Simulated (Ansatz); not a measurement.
# KNiF3: the cost of one run

Program: Ansatz 0.2.0. Level of theory: DFT PBEsol+U (U = 4 eV, J = 0.7 eV on Ni d), plane waves, PAW. These are calculated values, not measurements.

The COD entry's cell or inner coordinates are ideal or old and differ from later refinements, so a difference from it is no clean test against experiment.

## Step 1: Starting point

It takes space group Pm-3m (No. 221, cubic). Conventional cell: a = 4.000 Å, b = 4.000 Å, c = 4.000 Å, α = 90.00°, β = 90.00°, γ = 90.00°. K (site symmetry m-3m) is surrounded by 12 F at 2.83 Å. Ni (site symmetry m-3m) is surrounded by 6 F at 2.00 Å. F (site symmetry 4/mmm) has 2 Ni at 2.00 Å and 4 K at 2.83 Å as nearest neighbours.

Coordinates:

```
CELL_PARAMETERS angstrom
4.00000 0.00000 0.00000
0.00000 4.00000 0.00000
0.00000 0.00000 4.00000
ATOMIC_POSITIONS crystal
K 0.00000 0.00000 0.00000
Ni 0.50000 0.50000 0.50000
F 0.50000 0.50000 0.00000
F 0.00000 0.50000 0.50000
F 0.50000 0.00000 0.50000
```

Magnetic order typed: ferromagnetic.

An earlier series on this cell reached its lowest free state from «random orbitals: fully mixed, first filling», perhaps among other starts.

## Step 2: Random orbitals: single harmonics, second filling

File input.yaml:

```yaml
crystal:
  lattice:
    - [4.0, 0.0, 0.0]
    - [0.0, 4.0, 0.0]
    - [0.0, 0.0, 4.0]
  atoms:
    - { symbol: K, position: [0.0, 0.0, 0.0] }
    - { symbol: Ni, position: [0.5, 0.5, 0.5], spin: 0.3 }
    - { symbol: F, position: [0.5, 0.5, 0.0] }
    - { symbol: F, position: [0.0, 0.5, 0.5] }
    - { symbol: F, position: [0.5, 0.0, 0.5] }
basis:
  ecutwfc: 420
  ecutrho_ratio: 4
kpoints:
  mp_grid: { grid: [5, 5, 5] }
hamiltonian:
  xc: pbesol
  hubbard:
    sites:
      - { site: 1, l: d, u: 4.0, j: 0.7, starting_ns: [{ spin: up, occupation_matrix: s1up }, { spin: down, occupation_matrix: s1down }] }
    occupation_matrices:
      s1up:
        matrix:
          - [0.97, 0.0, 0.0, 0.0, 0.0]
          - [0.0, 0.02, 0.0, 0.0, 0.0]
          - [0.0, 0.0, 0.97, 0.0, 0.0]
          - [0.0, 0.0, 0.0, 0.97, 0.0]
          - [0.0, 0.0, 0.0, 0.0, 0.97]
      s1down:
        matrix:
          - [0.97, 0.0, 0.0, 0.0, 0.0]
          - [0.0, 0.02, 0.0, 0.0, 0.0]
          - [0.0, 0.0, 0.97, 0.0, 0.0]
          - [0.0, 0.0, 0.0, 0.97, 0.0]
          - [0.0, 0.0, 0.0, 0.0, 0.97]
    ns_hold: { iters: 12 }
scf:
  occupations: { method: gaussian, width: 0.05 }
  lower_state_search: "off"
  max_iter: 150
output:
  forces: true
  stress: true
  eigenvalues: true
  populations: true
  hubbard: { sites: [{ site: 1, l: d }] }
magnetization:
  spin_polarized: true
```

The typed matrices put 0.97 on the chosen orbitals and 0.02 on the others, and are held for 12 cycles.

The run is started by

```bash
> ansatz run input.yaml --threads 4 --pin off --max-ram 6144MiB --backend cpu --events-out ev --progress --plain --runs-dir out
```

Q: Estimate wall time and peak memory on 4 threads of AMD EPYC 9B45 (Zen 5), shared host.

About 1.3 s, with a peak of 0.48 GiB.
